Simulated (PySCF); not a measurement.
# C3H5NOSi: the cost of one run

Computed with PySCF 2.14.0, with density-fitted response routines of our own, on a single molecule in the gas phase. Atoms count from 0, in the outputs and in this text.

## Step 1: Starting geometry

11 atoms, charge 0, multiplicity 1; geometry from: GFN2-xTB. The atoms were then displaced at random by about 0.01 Å, so the start is not that level's minimum.

Bonds of the start (Å): C0–C1 1.35, C1–O2 1.36, O2–Si3 1.57, Si3–C4 1.88, C4–N5 1.15, C0–H6 1.06, C0–H7 1.09, C1–H8 1.08, Si3–H9 1.48, Si3–H10 1.46.

## Step 2: Optimising the geometry at PBE0-D3(BJ)/def2-SVP

What the job is given:

```
{"job": {"xc": "PBE0", "basis": "def2-SVP", "d3": "d3bj", "grid": 1, "shake": 0.01, "kind": "geom"}, "charge": 0, "multiplicity": 1}
C      2.347300    -0.285250     0.369230
C      1.136730     0.120990    -0.074520
O     -0.026300    -0.381520     0.421970
Si    -1.504490    -0.509320    -0.076220
C     -2.171130     1.121700    -0.740090
N     -2.542800     2.137490    -1.139610
H      2.431380    -1.010520     1.131430
H      3.242550     0.173790    -0.037170
H      1.020330     0.883750    -0.823750
H     -2.218650    -0.834740     1.180490
H     -1.676780    -1.442190    -1.187500
```

Command:

```console
$ OMP_NUM_THREADS=1 python probes_run.py task.json out
```

One launch serves the whole session: the jobs run in the order shown.

Q: Estimate the wall time and peak memory of this first job on 1 thread of Arm Neoverse V2, shared host.

About 32 s, with a peak of 0.46 GiB.
